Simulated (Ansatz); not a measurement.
Al2Cu (distorted cell), a single point

Computed with Ansatz 0.2.0 through its Python package.

Notebook, run cell by cell (the value of a cell's last expression is shown):

**Cell 1**
```python
from pathlib import Path
import warnings

import ansatz as az
import numpy as np
```

**Cell 2**
```python
warnings.simplefilter("ignore", az.DeckWarning)
```

**Cell 3**
```python
vectors = np.array([
    [-2.03034, 2.03034, 2.85109],
    [2.03034, -2.03034, 2.85109],
    [2.03034, 2.03034, -2.85109],
])
xtal = (
    az.Lattice.of(vectors)
    .atom("Al", (0.76436, 0.26812, 0.52812))
    .atom("Al", (0.24844, 0.76164, 0.50824))
    .atom("Cu", (0.49537, 0.50892, 0.9973))
)
```

**Cell 4**
```python
# the calculation
model = xtal.calculation()
model = model.functional("LDA").pseudopotentials("nc")
model = model.kpoints(3, shift=0.5).occupations("fermi_dirac", width=0.2)
model = model.scf(extra_bands=12, algorithm="density_mixing")
model = model.stress().density()
model = model.potential()
model = model.electron_localization_function().output_files(volumetric_format="npy")
history = []
result = model.session().plan().execute(on_event=lambda event: history.append(event["data"]["dr2_ev"]) if event["event"] == "scf_iter" else None)
r = result.report
```

**Cell 5**
```python
r["converged"], r["free_energy_ev"]
```
Output:
```text
(True, -5284.919325908975)
```

**Cell 6**
```python
r["mixing_algorithm"], r["preconditioner"], r["eigensolver"]
```
Output:
```text
('MSR1', 'none', 'band_cg')
```

**Cell 7**
```python
print("density residual by iteration (eV):", " ".join(f"{value:.1e}" for value in history[:40]))
```
Output:
```text
density residual by iteration (eV): 2.4e+01 3.3e+01 5.4e+00 1.8e+00 3.7e-01 4.9e-02 1.8e-03 5.3e-05 5.3e-06 2.0e-07 1.1e-08
```

**Cell 8**
```python
n_atoms = len(r["lattice"]["sites"])
print("F =", round(r["free_energy_ev"], 4), "eV for", n_atoms, "atoms")
print("E(sigma -> 0) =", round(r["energy_sigma0_ev"], 4), "eV, TS =", round(r["entropy_ts_ev"], 5), "eV")
print("closed by", r["closed_by"], "after", r["n_iterations"], "iterations")

# the stress is positive in compression
print("pressure by term (GPa)")
for term, tensor in r["stress_terms_gpa"].items():
    if np.any(tensor):
        print(f"  {term:28s} {np.trace(np.array(tensor)) / 3:12.3f}")
print(f"  {'total':28s} {np.trace(np.array(r['stress_gpa'])) / 3:12.3f}")
```
Output:
```text
F = -5284.9193 eV for 3 atoms
E(sigma -> 0) = -5284.8593 eV, TS = 0.11999 eV
closed by deck_thresholds after 11 iterations
pressure by term (GPa)
  kinetic                          5452.517
  hartree                          2704.349
  ewald                           -2769.331
  local_pseudopotential           -2549.320
  nonlocal_pseudopotential        -2163.752
  nlcc                             -597.359
  xc                                -80.036
  scf_correction                     -0.008
  pulay_correction                    0.013
  total                              -2.927
```

**Cell 9**
```python
print(model.to_yaml())
```
Output:
```text
crystal:
  lattice:
    - [-2.03034, 2.03034, 2.85109]
    - [2.03034, -2.03034, 2.85109]
    - [2.03034, 2.03034, -2.85109]
  atoms:
    - { symbol: Al, position: [0.76436, 0.26812, 0.52812] }
    - { symbol: Al, position: [0.24844, 0.76164, 0.50824] }
    - { symbol: Cu, position: [0.49537, 0.50892, 0.9973] }
kpoints:
  mp_grid:
    grid: [3, 3, 3]
    shift: [0.5, 0.5, 0.5]
hamiltonian:
  xc: lda
  pseudopotentials:
    kind: nc
scf:
  algorithm: density_mixing
  n_extra_bands: 12
  occupations:
    method: fermi_dirac
    width: 0.2
output:
  write_density: true
  write_potential: true
  volumetric_format: npy
  elf: true
  stress: true
```

**Cell 10**
```python
folder = Path(result.write_results("fields"))
print("densities in e/A^3, potentials in eV, ELF without unit")
for name in sorted(p.name for p in folder.glob("*.npy")):
    field = np.load(folder / name)
    print(f"{name:16s} {str(field.shape):16s} min {field.min():10.4f}  mean {field.mean():10.4f}  max {field.max():10.4f}")
```
Output:
```text
densities in e/A^3, potentials in eV, ELF without unit
elf.npy          (48, 48, 48)     min     0.0000  mean     0.4072  max     0.7570
rho.npy          (48, 48, 48)     min     0.0110  mean     0.5318  max    29.7729
v_es.npy         (48, 48, 48)     min  -198.4954  mean     1.9648  max    13.2178
v_tot.npy        (48, 48, 48)     min  -268.3840  mean    -8.6694  max     7.7310
```

What to keep in mind:
- The settings weren't tested for convergence.
- For a metal this mesh is far too coarse, so the numbers only illustrate the procedure.
- Pressure is positive in compression.
- The fields are valence quantities on the plane-wave grid; their values near the nuclei depend on the potentials.
- The cell is a database structure, distorted on purpose.
- The whole script took 4.3 s on 1 thread of Intel(R) Xeon(R) 6975P-C (Granite Rapids) (shared host), peak memory 0.42 GiB.
